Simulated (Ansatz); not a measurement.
# CsAg2: the cost of one run

Computed with Ansatz 0.2.0 (DFT r2SCAN, scalar-relativistic, plane waves, PAW).

1 further run of the same task is left out (set aside as unsound or not needed).

## 1. The system as given

Symmetry: P6/mmm, No. 191, hexagonal system. Conventional cell: a = 4.850 Å, b = 4.850 Å, c = 5.462 Å, α = 90.00°, β = 90.00°, γ = 120.00°. Cs (site symmetry 6/mmm) has 12 Ag at 3.91 Å as nearest neighbours. Ag (site symmetry -6m2) is surrounded by 3 Ag at 2.80 Å.

Structure file:

```
Cs Ag
1.0
     4.85023    0.00000    0.00000
    -2.42512    4.20042    0.00000
     0.00000    0.00000    5.46185
Cs Ag
1 2
Cartesian
  0.0000 0.0000 2.7309
  0.0000 2.8003 0.0000
  2.4251 1.4001 0.0000
```

The cell was relaxed beforehand at this level, from a generated guess; it is a trial structure. At a tolerance of 0.05 Å it has space group P6/mmm (No. 191); it has 37.09 Å³/atom, an uncorrected energy of +0.08 eV/atom over the elements and, on its mesh, gap none (metal).

## 2. Level of theory: r2SCAN

Contents of input.yaml:

```yaml
crystal:
  lattice:
    - [4.850232739, 2.89e-08, 0.0]
    - [-2.4251163945, 4.2004247518, 0.0]
    - [0.0, 0.0, 5.4618488]
  atoms:
    - { symbol: Cs, position: [0.0, 0.0, 0.5] }
    - { symbol: Ag, position: [0.3333333333, 0.6666666667, 0.0] }
    - { symbol: Ag, position: [0.6666666667, 0.3333333333, 0.0] }
basis:
  ecutwfc: 500
kpoints:
  mp_grid: { grid: [12, 12, 8] }
  band_path:
    path:
      - [[0.0, 0.0, 0.0], [0.5, 0.0, 0.0], [0.33333333, 0.33333333, 0.0], [0.0, 0.0, 0.0], [0.0, 0.0, 0.5], [0.5, 0.0, 0.5], [0.33333333, 0.33333333, 0.5], [0.0, 0.0, 0.5]]
      - [[0.5, 0.0, 0.5], [0.5, 0.0, 0.0]]
      - [[0.33333333, 0.33333333, 0.5], [0.33333333, 0.33333333, 0.0]]
    npoints: 14
hamiltonian:
  xc: r2scan
scf:
  occupations: { method: gaussian, width: 0.1 }
  n_extra_bands: 7
output:
  forces: true
  stress: true
  eigenvalues: true
  populations: true
  dos: { projected: true, de: 0.02, nscf_kmesh: { grid: [15, 15, 10] } }
  bader: true
```

Run with:

```
> ansatz run input.yaml --threads 1 --pin off --max-ram 3072MiB --backend cpu --events-out ev --progress --plain --runs-dir out
```

What time and memory should one allow on 1 thread of Arm Neoverse V1, shared host?

About 1.7 min, with a peak of 0.84 GiB.
